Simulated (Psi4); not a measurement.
# Si4 (SMILES [Si]1[Si][Si][Si]1): a chain of runs, part 1 of 2

We compute a geometry optimisation (B3LYP/6-31G*), then vibrational wavenumbers, then a single-point energy (CCSD(T)/cc-pVDZ), then the excited states (TD-B3LYP/6-31G*) of Si4. 

The results are computed with Psi4 1.11.

### 1 The molecule

The species is Si4 (4 atoms), meant as a singlet with charge 0. As SMILES, `[Si]1[Si][Si][Si]1`. The shape is that of a GFN2-xTB optimisation. The run starts from this shape.

Bond lengths: Si1–Si2 2.291 Å, Si2–Si3 2.291 Å, Si1–Si4 2.292 Å, Si3–Si4 2.291 Å. Angles: Si1–Si2–Si3 112.3°, Si2–Si1–Si4 67.7°, Si2–Si3–Si4 67.7°, Si1–Si4–Si3 112.3°. A long bond or contact: Si2–Si4 2.552 Å.

### 2 A structure relaxation at B3LYP/6-31G(d) (density fitting, Cartesian functions) (run 1)

calc.in reads:

```
memory 1.6 GB

molecule mol {
  0 1
  Si
  Si 1 r2
  Si 2 r3 1 a3
  Si 3 r4 2 a4 1 d4

  r2 = 2.290723
  r3 = 2.291095
  a3 = 112.34053
  r4 = 2.29118
  a4 = 67.67899
  d4 = 1.1489
  symmetry c1
}

set {
  basis        6-31G*
  geom_maxiter 60
}

energy_value, wavefunction = optimize("b3lyp", return_wfn=True)
```

Command:

```bash
$ psi4 -i calc.in -o calc.out -n 1
```

calc.out (excerpt; [...] marks lines left out):

```text
[...]
  Running in c1 symmetry.
[...]
  Nuclear repulsion =  248.965788973435451
[...]
  Multiplicity = 1
[...]
  Nalpha       = 28
  Nbeta        = 28
[...]
    Number of basis functions: 76
[...]
   @DF-RKS iter   1: -1157.75895399009141   -1.76171e-01   4.93444e-03 ADIIS/DIIS
[...]
   @DF-RKS iter   9: -1157.88982623425886   -1.50067e-11   9.55732e-09 DIIS
[...]
    Orbital Energies [Eh]
    ---------------------
    Doubly Occupied:
       1A    -66.157994     2A    -66.157989     3A    -66.131512
       4A    -66.131487     5A     -5.305225     6A     -5.305212
       7A     -5.283297     8A     -5.283275     9A     -3.666132
      10A     -3.666132    11A     -3.662572    12A     -3.662568
      13A     -3.659651    14A     -3.659649    15A     -3.643617
      16A     -3.643601    17A     -3.640456    18A     -3.640103
      19A     -3.638801    20A     -3.638786    21A     -0.611499
      22A     -0.489665    23A     -0.411957    24A     -0.339181
      25A     -0.262474    26A     -0.257893    27A     -0.234333
      28A     -0.226982
[...]
  @DF-RKS Final Energy: -1157.88982623425886
   => Energetics <=
    Nuclear Repulsion Energy =            246.7743924421428687
    One-Electron Energy =               -2096.5473248795578911
    Two-Electron Energy =                 759.1997317935142746
    DFT Exchange-Correlation Energy =     -67.3166255903579582
    Empirical Dispersion Energy =           0.0000000000000000
    VV10 Nonlocal Energy =                  0.0000000000000000
    Total Energy =                      -1157.8898262342586349
[...]
 Multipole Moments:
 ------------------------------------------------------------------------------------
     Multipole            Electronic (a.u.)      Nuclear  (a.u.)        Total (a.u.)
 ------------------------------------------------------------------------------------
 L = 1.  Multiply by 2.5417464519 to convert [e a0] to [Debye]
 Dipole X            :          0.0000345           -0.0000000            0.0000345
 Dipole Y            :          0.0000377           -0.0000000            0.0000377
 Dipole Z            :          0.0000241            0.0000000            0.0000241
 Magnitude           :                                                    0.0000566
[...]
  -Total Gradient:
     Atom            X                  Y                   Z
    ------   -----------------  -----------------  -----------------
       1       -0.000000745422     0.000006043175     0.000003183263
       2        0.000000791380     0.000030288732     0.000018767014
       3       -0.000000745462     0.000005810203     0.000004402008
       4        0.000000763248    -0.000042204223    -0.000026390531
[...]
    Final optimized geometry and variables:
    Molecular point group: c1
    Full point group: C1
    Geometry (in Angstrom), charge = 0, multiplicity = 1:
    SI
    SI            1          r2
    SI            2          r3      1          a3
    SI            3          r4      2          a4      1          d4
    a3        =  117.1165689716
    a4        =   62.8887555755
    d4        =    0.0039163284
    r2        =    2.3302857081
    r3        =    2.3302844128
    r4        =    2.3304195102
[...]
```

Standard output:

```text
Optimizer: Optimization complete!
```

Run time: 27 s. Hardware: 1 thread of Intel Xeon Platinum 8259CL at 2.50GHz (Skylake/Cascade Lake), shared host; peak memory 0.42 GiB.

Step by step:

```csv
step,energy from the first frame kept (eV),largest force (eV/Å)
0,0.0000,1.1470
1,-0.1064,0.4198
2,-0.1311,0.1119
3,-0.1316,0.0357
4,-0.1318,0.0111
5,-0.1319,0.0026
```

After the run. Bond lengths: Si1–Si2 2.330 Å, Si2–Si3 2.330 Å, Si1–Si4 2.330 Å, Si3–Si4 2.330 Å. Angles: Si1–Si2–Si3 117.1°, Si2–Si1–Si4 62.9°, Si2–Si3–Si4 62.9°, Si1–Si4–Si3 117.1°. A long bond or contact: Si2–Si4 2.431 Å.

### 3 The harmonic vibrations at B3LYP/6-31G(d) (density fitting, Cartesian functions) (run 2)

calc.inp reads:

```
memory 1.6 GB

molecule geom {
  0 1
  Si     1.134958    -0.535145     1.542127
  Si    -0.854295     0.399025     0.767252
  Si    -1.135018     0.535256    -1.542047
  Si     0.854354    -0.399126    -0.767332
}

set basis 6-31G*
set t 298.15
set rotational_symmetry_number 4

energy_value = freq('b3lyp')
```

Command:

```bash
$ psi4 calc.inp calc.out -n 1
```

calc.out (excerpt; [...] marks lines left out):

```text
[...]
  Running in c1 symmetry.
[...]
  Nuclear repulsion =  246.774381820431017
[...]
  Multiplicity = 1
[...]
  Nalpha       = 28
  Nbeta        = 28
[...]
    Number of basis functions: 76
[...]
   @DF-RKS iter   1: -1157.75705531688550   -2.09831e-01   5.08409e-03 DIIS/ADIIS
[...]
   @DF-RKS iter  11: -1157.88982611957363   -9.09495e-13   2.25642e-09 DIIS
[...]
  @DF-RKS Final Energy: -1157.88982611957363
   => Energetics <=
    Nuclear Repulsion Energy =            246.7767574513961790
    One-Electron Energy =               -2096.5520741540558447
    Two-Electron Energy =                 759.2021355371063009
    DFT Exchange-Correlation Energy =     -67.3166449540200347
    Empirical Dispersion Energy =           0.0000000000000000
    VV10 Nonlocal Energy =                  0.0000000000000000
    Total Energy =                      -1157.8898261195731720
[...]
  -Total Gradient:
     Atom            X                  Y                   Z
    ------   -----------------  -----------------  -----------------
       1       -0.000000812131     0.000001108526     0.000046399655
       2       -0.000064135186     0.000029232639    -0.000006163403
       3        0.000050855205    -0.000023190363     0.000082004689
       4        0.000014145636    -0.000007246403    -0.000122449296
[...]
  ==> Harmonic Vibrational Analysis <==
[...]
  Freq [cm^-1]                 102.8471            235.1468            346.1778
[...]
  IR activ [km/mol]             2.1978              1.2035              0.0000
[...]
  Freq [cm^-1]                 425.9618            461.2385            494.8016
[...]
  IR activ [km/mol]             0.0000              0.0002             74.4908
[...]
  Total E_0, Enthalpy at 0 [K]                                                        -1157.88511914 [Eh]
[...]
  Total H, Enthalpy at  298.15 [K]                                                    -1157.87897268 [Eh]
[...]
  Total G, Gibbs energy at  298.15 [K]                                                -1157.91368345 [Eh]
[...]
```

Standard output:

```text
Warning: used thermodynamics relations inappropriate for low-frequency modes: ['102.8471' '235.1468' '346.1778' '425.9618' '461.2385' '494.8016']
```

Wall time 85 s (1 thread of Intel Xeon Platinum 8259CL at 2.50GHz (Skylake/Cascade Lake), shared host); peak memory 0.43 GiB.

### 4 A single-point energy at CCSD(T)/cc-pVDZ (run 3)

input.in reads:

```
memory 1600 MB

molecule system {
  0 1
  Si     2.14475978    -1.01127749     2.91419768
  Si    -1.61438358     0.75404797     1.44989615
  Si    -2.14487317     1.01148725    -2.91404650
  Si     1.61449507    -0.75423883    -1.45004733
  units bohr
}

set scf_type pk
set freeze_core true

e, wfn = energy('ccsd(t)/cc-pVDZ', return_wfn=True)
```

Command:

```bash
$ psi4 -i input.in -o input.out -n 1
```

input.out (excerpt; [...] marks lines left out):

```text
[...]
  Running in c1 symmetry.
[...]
  Nuclear repulsion =  246.774381856207299
[...]
  Multiplicity = 1
[...]
  Nalpha       = 28
  Nbeta        = 28
[...]
    Number of basis functions: 72
[...]
   @RHF iter   1: -1155.60479682570963   -6.57203e-01   1.66861e-03 ADIIS/DIIS
[...]
   @RHF iter  11: -1155.62446024000633   -5.91172e-12   3.02419e-09 DIIS
[...]
    Orbital Energies [Eh]
    ---------------------
    Doubly Occupied:
       1A    -68.821261     2A    -68.821261     3A    -68.782970
       4A    -68.782960     5A     -6.165171     6A     -6.165155
       7A     -6.132858     8A     -6.132764     9A     -4.266701
      10A     -4.266701    11A     -4.265848    12A     -4.265847
      13A     -4.265069    14A     -4.265068    15A     -4.235557
      16A     -4.235514    17A     -4.235418    18A     -4.234979
      19A     -4.234489    20A     -4.234451    21A     -0.804113
      22A     -0.639696    23A     -0.538939    24A     -0.440323
      25A     -0.330902    26A     -0.317444    27A     -0.307372
      28A     -0.303488
[...]
  @RHF Final Energy: -1155.62446024000633
   => Energetics <=
    Nuclear Repulsion Energy =            246.7743818562072988
    One-Electron Energy =               -2095.8130475484945237
    Two-Electron Energy =                 693.4142054522808394
    Total Energy =                      -1155.6244602400063286
[...]
 Multipole Moments:
 ------------------------------------------------------------------------------------
     Multipole            Electronic (a.u.)      Nuclear  (a.u.)        Total (a.u.)
 ------------------------------------------------------------------------------------
 L = 1.  Multiply by 2.5417464519 to convert [e a0] to [Debye]
 Dipole X            :         -0.0000871           -0.0000000           -0.0000871
 Dipole Y            :          0.0000092            0.0000000            0.0000092
 Dipole Z            :          0.0000652           -0.0000000            0.0000652
 Magnitude           :                                                    0.0001092
[...]
      * MP2 total energy                      = -1155.983691040619760
[...]
      * CCSD total energy                     = -1156.005496977538314
[...]
      * CCSD(T) total energy                  = -1156.034892612047315
[...]
```

Run time: 55 s. Hardware: 1 thread of Intel Xeon Platinum 8259CL at 2.50GHz (Skylake/Cascade Lake), shared host; peak memory 0.37 GiB.

(Continued in part 2 of 2.)
